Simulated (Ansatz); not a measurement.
Task: a rigid torsion scan of CH4AlFO2, SMILES [OH][AlH][O]CF, with Ansatz 0.2.0, Python API. Give the script and its output. Settings (for the species named): CAM-B3LYP, def2-SVP basis, multiplicity 1.

| atom | x (Å) | y (Å) | z (Å) |
| --- | --- | --- | --- |
| O | -0.1216 | 1.4916 | 1.9637 |
| Al | 0.7543 | 0.2346 | 1.0480 |
| O | -0.1876 | -1.1621 | 0.2320 |
| C | -0.4318 | -0.7993 | -1.0706 |
| F | -1.1823 | -1.8723 | -1.6632 |
| H | -0.3789 | 2.2310 | 1.2604 |
| H | 2.3745 | 0.3290 | 0.9338 |
| H | 0.4384 | -0.5911 | -1.6884 |
| H | -1.1766 | 0.0923 | -1.0328 |

`torsion_ch4alfo2.py`
```python
"""Rigid torsion scan of CH4AlFO2."""

import warnings

import ansatz as az
from ase import Atoms


def main() -> None:
    warnings.simplefilter("ignore", az.DeckWarning)

    atoms = Atoms(["O", "Al", "O", "C", "F", "H", "H", "H", "H"], positions=[
        (-0.1216, 1.4916, 1.9637),
        (0.7543, 0.2346, 1.048),
        (-0.1876, -1.1621, 0.232),
        (-0.4318, -0.7993, -1.0706),
        (-1.1823, -1.8723, -1.6632),
        (-0.3789, 2.231, 1.2604),
        (2.3745, 0.329, 0.9338),
        (0.4384, -0.5911, -1.6884),
        (-1.1766, 0.0923, -1.0328),
    ])

    # relax first, so that the scan starts from a minimum
    first = az.Crystal.molecule_from_ase(atoms).calculation()
    first = first.basis(gaussian="def2-SVP").functional("cam_b3lyp")
    first = first.relax(force_tolerance=0.02, max_steps=80)
    atoms.positions = first.run(threads=1, pin="off").report["positions_ang"]

    start = atoms.get_dihedral(1, 2, 3, 4)
    energies = {}
    for turn in range(0, 360, 30):
        turned = atoms.copy()
        turned.set_dihedral(1, 2, 3, 4, start + turn, indices=[3, 4, 7, 8])
        model = (
            az.Crystal.molecule_from_ase(turned).calculation()
            .basis(gaussian="def2-SVP")
            .functional("cam_b3lyp")
        )
        energies[round((start + turn) % 360)] = model.run(threads=1, pin="off").report["free_energy_ev"]
    floor = min(energies.values())
    print("dihedral Al1-O2-C3-F4 (deg)   E - E(min) (kJ/mol)")
    for angle, e in sorted(energies.items()):
        print(f"{angle:8d} {96.485332 * (e - floor):14.3f}  " + "#" * int(30 * (e - floor) / max(max(energies.values()) - floor, 1e-9)))


if __name__ == "__main__":
    main()
```

Output of `python torsion_ch4alfo2.py`:
```text
dihedral Al1-O2-C3-F4 (deg)   E - E(min) (kJ/mol)
      29          1.961  ##
      59          8.074  ##########
      89         13.932  #################
     119         18.284  #######################
     149         21.983  ###########################
     179         23.783  ##############################
     209         22.222  ############################
     239         18.577  #######################
     269         14.275  ##################
     299          8.546  ##########
     329          2.280  ##
     359          0.000
```

Notes:
- The settings weren't tested for convergence.
- The scan is rigid and the energies are electronic, in a modest basis. With rigid groups the curve can differ much from the relaxed path, the start wasn't checked as a minimum of this torsion, and equivalent turns needn't return to the same energy.
- The whole script took 7 min on 1 thread of Intel(R) Xeon(R) Platinum 8259CL CPU @ 2.50GHz (Skylake/Cascade Lake), on a shared host, peak memory 0.3 GiB.
